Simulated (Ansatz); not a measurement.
# CH3AsO: the cost of one run

Method: revPBE-D4/STO-3G; program: Ansatz 0.2.0, Gaussian basis.

### 1 The starting structure

The start, a pair relaxed at PBE0-D4: SMILES `[C-]#[O+].[AsH3]`, 6 atoms, charge 0, spin multiplicity 1.

Atoms are counted from 1 here; the program's logs count them from 0.

Bond lengths: C1–O2 1.123 Å, As3–H4 1.520 Å, As3–H5 1.523 Å, As3–H6 1.520 Å. Angles: H4–As3–H5 92.3°, H4–As3–H6 92.2°, H5–As3–H6 92.3°.

Geometry (Å):

```xyz
6

C     0.1601   -0.4180   -2.3635
O    -0.1696    0.1331   -3.2851
As   -0.2515    0.4806    1.0032
H     1.2258    0.1219    1.0290
H    -0.2981    0.6611    2.5143
H    -0.6668   -0.9787    1.1021
```

### 2 The run

md/in.yaml reads:

```yaml
crystal:
  periodic: [false, false, false]
  atoms:
    - {symbol: C, position_ang: [0.160077, -0.417969, -2.363502]}
    - {symbol: O, position_ang: [-0.169560, 0.133116, -3.285128]}
    - {symbol: As, position_ang: [-0.251490, 0.480597, 1.003166]}
    - {symbol: H, position_ang: [1.225804, 0.121879, 1.029032]}
    - {symbol: H, position_ang: [-0.298104, 0.661061, 2.514302]}
    - {symbol: H, position_ang: [-0.666828, -0.978684, 1.102130]}
basis:
  gaussian: {orbitals: STO-3G}
hamiltonian: {xc: {name: revPBE}, dispersion: d4}
md: {n_steps: 40, timestep: 0.25, temperature: 1000, ensemble: nvt_nose_hoover, seed: 645, initial_velocities: maxwell_boltzmann}
```

Launch:

```bash
$ ansatz run in.yaml --threads 2 --pin off --events-out ev --progress --plain --max-ram 5222MiB
```

**Question.** How long does this run take on 2 threads of Arm Neoverse V1, shared host?

About 20 s.
